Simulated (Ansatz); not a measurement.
# SiC: the cost of one run

Computed with Ansatz 0.2.0 (DFT PBE, scalar-relativistic, plane waves, PAW, unless a step's input says otherwise).

2 further runs of the same task are left out: 2 set aside as unsound or not needed.

### Step 1. The starting structure

Symmetry: P6_3mc, No. 186, hexagonal system. Conventional cell: a = 3.092 Å, b = 3.092 Å, c = 5.074 Å, α = 90.00°, β = 90.00°, γ = 120.00°. Around Si (site symmetry 3m) lie 4 C at 1.89 to 1.91 Å. C (site symmetry 3m) is surrounded by 4 Si at 1.89 to 1.91 Å.

Structure file:

```cif
data_structure
_symmetry_space_group_name_H-M 'P 1'
_symmetry_Int_Tables_number 1
_cell_length_a 3.0920
_cell_length_b 3.0920
_cell_length_c 5.0739
_cell_angle_alpha 90.000
_cell_angle_beta 90.000
_cell_angle_gamma 120.000
_cell_volume 42.01
loop_
_atom_site_label
_atom_site_type_symbol
_atom_site_fract_x
_atom_site_fract_y
_atom_site_fract_z
_atom_site_occupancy
Si1 Si 0.33333 0.66667 0.00456 1
Si2 Si 0.66667 0.33333 0.50456 1
C1 C 0.33333 0.66667 0.38044 1
C2 C 0.66667 0.33333 0.88044 1
```

It is the result of an earlier relaxation at this level (volume 10.50 Å³/atom; gap on the mesh: 2.31 eV).

### Step 2. Plan of the line

The energy is mapped over volume and the cell's shape.

First coordinate, volume per atom: 5 values from 8.82 to 12.18 Å³. Second coordinate, c/a of the conventional cell: 5 values from 1.514 to 1.778.

Relaxed at each point: the atoms inside the fixed cell. Energies count from the relaxed crystal. Points are written as (first, second).

### Step 3. Point (8.82 Å³, 1.778)

input.yaml

```yaml
crystal:
  lattice:
    - [2.8405102518, 0.0, 0.0]
    - [-1.4202551259, 2.4599540378, 0.0]
    - [0.0, 0.0, 5.0501431767]
  atoms:
    - { symbol: Si, position: [0.3333333333, 0.6666666667, 0.0045639005] }
    - { symbol: Si, position: [0.6666666667, 0.3333333333, 0.5045639005] }
    - { symbol: C, position: [0.3333333333, 0.6666666667, 0.3804360995] }
    - { symbol: C, position: [0.6666666667, 0.3333333333, 0.8804360995] }
basis:
  ecutwfc: 520.0
kpoints:
  mp_grid: { grid: [12, 12, 6] }
hamiltonian:
  xc: pbe
  pseudopotentials: { kind: paw, azcp: { folder: soft_1 } }
scf:
  occupations: { method: gaussian, width: 0.05 }
output:
  forces: true
  stress: true
  eigenvalues: true
relax:
  adjacent_minimum: "off"
  f_tol: 0.01
  max_steps: 30
```

The run is started by

```console
ansatz run input.yaml --threads 1 --pin off --max-ram 2048MiB --backend cpu --events-out ev --progress --plain --runs-dir out
```

What time and memory should one allow on 1 thread of Arm Neoverse N1, shared host?

About 40 s, with a peak of 0.34 GiB.
